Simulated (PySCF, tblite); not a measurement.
**C₆H₉FO₂Si: geometry, infrared bands and NMR shifts**

Wanted: the infrared bands and NMR shifts of C₆H₉FO₂Si (`O=C(O)C1=C[C@@H]1CC[SiH2]F`), by calculation.

Programs: tblite 0.8.0 and PySCF 2.14.0, with density-fitted response routines of our own. Each step states its level of theory. These are calculated values for one molecule in the gas phase, unless marked as measured. Atoms count from 0, in the outputs and in this text.

**1. Starting geometry**

19 atoms, charge 0, multiplicity 1; geometry from: force field or distance geometry start.

Bonds of the start (Å): O0–C1 1.28, C1–O2 1.40, C1–C3 1.47, C3–C4 1.32, C4–C5 1.50, C5–C6 1.48, C6–C7 1.52, C7–Si8 1.87, Si8–F9 1.69, C5–C3 1.48, O2–H10 1.00, C4–H11 1.08, C5–H12 1.11, C6–H13 1.11, C6–H14 1.12, C7–H15 1.10, C7–H16 1.09, Si8–H17 1.47, Si8–H18 1.48.

**2. Optimising the geometry with GFN2-xTB**

Job settings and geometry (Å):

```
{"job": {"kind": "relax", "xc": "GFN2-xTB", "basis": "xTB"}, "charge": 0, "multiplicity": 1}
O      2.453400    -2.013700     0.622800
C      2.678900    -0.802100     0.265900
O      3.863100    -0.241900     0.759400
C      1.751000    -0.066700    -0.601400
C      1.568300     1.105400    -1.181000
C      0.517200     0.065500    -1.402800
C     -0.790500     0.438300    -0.814900
C     -1.307700    -0.520600     0.243600
Si    -2.952200     0.169600     0.803100
F     -4.276000    -0.681000     0.195300
H      4.512500    -0.717600     1.353600
H      1.856800     2.119300    -1.425600
H      0.552200    -0.436800    -2.394600
H     -1.528800     0.412200    -1.638900
H     -0.803400     1.467900    -0.369300
H     -0.649200    -0.550900     1.129700
H     -1.438800    -1.544700    -0.119900
H     -2.980400     0.241300     2.270600
H     -3.036300     1.565700     0.312100
```

On the command line:

```sh
$ OMP_NUM_THREADS=1 python probes_run.py task.json out
```

The driver reads the jobs from task.json and runs them one after another.

**Question.** This job is followed by: GFN2-xTB harmonic vibrations, gas phase; GIAO PBE0/pcSseg-1 NMR shielding, non-relativistic, gas phase. Predict these results of the whole session: strongest single infrared mode (GFN2-xTB); zero-point energy (GFN2-xTB); 13C shifts against TMS (PBE0/pcSseg-1); 1H shifts against TMS (PBE0/pcSseg-1); 17O shifts against H2O (PBE0/pcSseg-1); 29Si shifts against TMS (PBE0/pcSseg-1); 19F shifts against CFCl3 (PBE0/pcSseg-1).

**Answer**, as computed:

```
                                 quantity                                                     value
strongest single infrared mode (GFN2-xTB)                                     1742 cm⁻¹, 397 km/mol
             zero-point energy (GFN2-xTB)                                             84.5 kcal/mol
   13C shifts against TMS (PBE0/pcSseg-1)                 168.6, 137.0, 130.0, 34.9, 31.1, 19.5 ppm
    1H shifts against TMS (PBE0/pcSseg-1)  7.89, 6.39, 5.30, 5.08, 2.32, 2.27, 1.34, 1.30, 0.50 ppm
   17O shifts against H2O (PBE0/pcSseg-1)                                          439.1, 216.3 ppm
  29Si shifts against TMS (PBE0/pcSseg-1)                                                  10.4 ppm
 19F shifts against CFCl3 (PBE0/pcSseg-1)                                                -234.4 ppm
```

What this shows: The optimisation took 148 steps and gained 1.240 eV; among the close pairs (by a distance rule), O0–C1 changed most, from 1.283 to 1.206 Å. All 51 modes are real, so the xTB geometry is a minimum. The strongest single mode, at 1742 cm⁻¹, moves mainly C1 and O0. Unscaled tight-binding wavenumbers are off by several per cent, some by more. Its intensities can rank the bands wrongly. The most deshielded carbon is C1 (carboxylic acid carbon), at 168.6 ppm: it is a carbonyl in resonance with an O or N lone pair, the region of acids, esters and amides. The most deshielded hydrogen is H11 (hydrogen on a β carbon of a C=C–C=O unit), at 7.89 ppm: olefinic region. At PBE0/pcSseg-1: Shielding is most anisotropic at O0 (span 588 ppm, paramagnetic term -509 ppm).
